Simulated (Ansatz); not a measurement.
# C₃H₇Ga: small, medium and large basis sets

Aim: see how fast density functionals converge with the basis set for C₃H₇Ga.

Computed with Ansatz 0.2.0, Gaussian basis. Level: one geometry, several basis sets.

The runs, in order: PBE0-D4/def2-SVP; ωB97M-V/def2-SVP; PBE0-D4/def2-QZVPP; ωB97M-V/def2-QZVPP; the functionals' def2-TZVPP values are taken from earlier runs.

## Step 1: Structure used throughout

All runs share one geometry, relaxed beforehand with PBE0-D4 in a triple-zeta def2 set.

SMILES `C=C[CH2][GaH2]`, 11 atoms, charge 0, spin multiplicity 1.

Atoms are counted from 1 here; the program's logs count them from 0.

Bond lengths: C1–C2 1.354 Å, C1–H5 1.082 Å, C1–H6 1.085 Å, C2–C3 1.464 Å, C2–H7 1.089 Å, C3–Ga4 2.025 Å, C3–H8 1.087 Å, C3–H9 1.084 Å, Ga4–H10 1.561 Å, Ga4–H11 1.561 Å. Angles: C2–C1–H5 120.9°, C2–C1–H6 121.6°, H5–C1–H6 117.3°, C1–C2–C3 125.1°, C1–C2–H7 117.2°, C3–C2–H7 116.4°, C2–C3–Ga4 80.5°, C2–C3–H8 115.6°, C2–C3–H9 115.2°, Ga4–C3–H8 108.7°, Ga4–C3–H9 119.9°, H8–C3–H9 113.2°, C3–Ga4–H10 119.7°, C3–Ga4–H11 113.9°, H10–Ga4–H11 126.4°.

## Step 2: PBE0-D4 in def2-SVP

Input file in.yaml:

```yaml
crystal:
  periodic: [false, false, false]
  atoms:
    - {symbol: C, position_ang: [-0.642713, 1.292495, -0.177310]}
    - {symbol: C, position_ang: [-0.898632, -0.030427, -0.045515]}
    - {symbol: C, position_ang: [-0.188457, -0.940462, 0.854755]}
    - {symbol: Ga, position_ang: [1.316604, -0.494937, -0.424857]}
    - {symbol: H, position_ang: [-1.110048, 1.873790, -0.961523]}
    - {symbol: H, position_ang: [-0.040573, 1.829978, 0.547984]}
    - {symbol: H, position_ang: [-1.532590, -0.492198, -0.800523]}
    - {symbol: H, position_ang: [0.055882, -0.536045, 1.834074]}
    - {symbol: H, position_ang: [-0.582098, -1.949584, 0.896358]}
    - {symbol: H, position_ang: [1.338740, -1.136905, -1.847838]}
    - {symbol: H, position_ang: [2.349185, 0.527295, 0.145097]}
basis:
  gaussian: {orbitals: def2-SVP}
hamiltonian: {xc: pbe0, dispersion: d4}
output: {orbitals: {seedname: orbitals}}
```

Command:

```
ansatz run in.yaml --threads 4 --pin off --events-out ev --progress --plain --max-ram 10444MiB
```

Further steps of the session: ωB97M-V in def2-SVP; PBE0-D4 in def2-QZVPP; ωB97M-V in def2-QZVPP.

Q: Predict the results of all the runs planned. Wanted: PBE0-D4: double and triple zeta above quadruple; ωB97M-V: double and triple zeta above quadruple.

As calculated:

| quantity | value |
| --- | --- |
| PBE0-D4: double and triple zeta above quadruple | 11.61, 1.37 eV |
| ωB97M-V: double and triple zeta above quadruple | 11.78, 1.33 eV |

PBE0-D4 gains 10.24 eV from double to triple zeta, then 1.37 eV more. These are total energies; as a rule much of such shifts cancels in differences, which this series doesn't test.
